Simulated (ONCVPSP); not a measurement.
**Tellurium: generating and testing an ONCV potential**

Aim: build the potential from the settings below, then test how well it stands in for the atom: other configurations, scattering, ghost states and the plane-wave cutoff that it needs.

Method: ONCVPSP 4.0.1, PBE, scalar-relativistic.

## Step 1: The atom and the settings

Typed settings, in words:

| Item | Value |
| --- | --- |
| element | tellurium (Te, Z = 52) |
| type | optimised norm-conserving Vanderbilt (ONCV) |
| frozen core | [Kr] |
| valence charge | 16 |
| reference configuration | 4d10 5s2 5p2 (charge +2) |
| partial waves | 5s: rc 1.65 bohr, ncon 5, nbas 8, qcut 3.4 1/bohr, 2 projectors, debl 2.3 Ha; 5p: rc 1.55 bohr, ncon 4, nbas 7, qcut 5.3 1/bohr, 3 projectors, debl 2.7 Ha; 4d: rc 0.85 bohr, ncon 3, nbas 6, qcut 11.5 1/bohr, 2 projectors, debl 3.4 Ha |
| local potential | polynomial inside 0.60 bohr (lpopt 3, dvloc0 4 Ha) |
| core correction | Teter function, fcfact 5.5, rcfact 1.4 |

The outer shells as boxes (Hund's rule for the drawing; the calculation is spin-unpolarised):

```
[Kr] core
4d [↑↓][↑↓][↑↓][↑↓][↑↓]
5s [↑↓]
5p [↑ ][↑ ][  ]
```

An earlier all-electron run gives the scale for the radii.

All-electron outer shells of the reference configuration (PBE, scalar-relativistic, ld1.x):

| shell | level (eV) | outermost node (bohr) | outermost maximum (bohr) |
| --- | --- | --- | --- |
| 4s | -183.82 | 0.38 | 0.70 |
| 4p | -133.82 | 0.38 | 0.74 |
| 4d | -60.99 | 0.36 | 0.81 |
| 5s | -32.71 | 0.91 | 1.75 |
| 5p | -22.30 | 0.99 | 2.04 |

## Step 2: Generating the potential

File Te.dat:

```
# ATOM AND REFERENCE CONFIGURATION
# atsym  z   nc   nv     iexc    psfile
  Te 52.00    8    3        4      upf
#
#   n    l    f
    1    0    2.00
    2    0    2.00
    2    1    6.00
    3    0    2.00
    3    1    6.00
    3    2   10.00
    4    0    2.00
    4    1    6.00
    4    2   10.00
    5    0    2.00
    5    1    2.00
#
# PSEUDOPOTENTIAL AND OPTIMIZATION
# lmax
    2
#
#   l,   rc,      ep,       ncon, nbas, qcut
    0    1.65    0.00    5    8    3.40
    1    1.55    0.00    4    7    5.30
    2    0.85    0.00    3    6   11.50
#
# LOCAL POTENTIAL
# lloc, lpopt,  rc(5),   dvloc0
    4    3    0.60    4.00
#
# VANDERBILT-KLEINMAN-BYLANDER PROJECTORs
# l, nproj, debl
    0    2    2.30
    1    3    2.70
    2    2    3.40
#
# MODEL CORE CHARGE
# icmod, fcfact, rcfact
    3    5.50    1.40
#
# LOG DERIVATIVE ANALYSIS
# epsh1, epsh2, depsh
   -4.00    5.00    0.02
#
# OUTPUT GRID
# rlmax, drl
    6.00    0.01
#
# TEST CONFIGURATIONS
# ncnf
    4
# nvcnf
#   n    l    f
    3
    4    2   10.00
    5    0    2.00
    5    1    4.00
#
    3
    4    2   10.00
    5    0    2.00
    5    1    3.00
#
    3
    4    2   10.00
    5    0    2.00
    5    1    1.00
#
    3
    4    2   10.00
    5    0    1.00
    5    1    5.00
#
```

On the command line:

```
$ oncvpsp.x < Te.dat > Te.out
```

Before running it: what results should come out? Wanted: cutoffs for 1 and 0.1 mHa per electron, occupied waves; bound ghosts; GHOST(+) flags; largest test error; largest phase difference near zero energy, channels read; rms error of d²Exc/dn², without and with the model core.

The runs gave:

| quantity | value |
| --- | --- |
| cutoffs for 1 and 0.1 mHa per electron, occupied waves | 56 Ha and 69 Ha |
| bound ghosts | s at -165.85 eV, p at -134.19 eV |
| GHOST(+) flags | s at 106 eV, p at 543 eV |
| largest test error (AE − PS) | +8.1 meV, for 4d10 5s2 5p4 |
| largest phase difference near zero energy, channels read | 0.000 rad |
| rms error of d²Exc/dn², without and with the model core | 5.02 and 0.51 mHa |

A bound ghost (s, p) makes it unfit for use: electrons can fall into a state that the atom doesn't have. Close by lies the frozen 4p level (-133.8 eV). By total energies transferability is good: the largest error is 8.1 meV on 27.7 eV, for 4d10 5s2 5p4. Atomic tests can pass in spite of a ghost, since they solve only for the levels asked. The potential is hard: the looser tolerance needs 56 Ha. Near zero energy the phases of the channels with partial waves agree within 0.001 rad. The program also flags highly localised states, GHOST(+) (s, p). All of this concerns the isolated atom, not yet a solid.
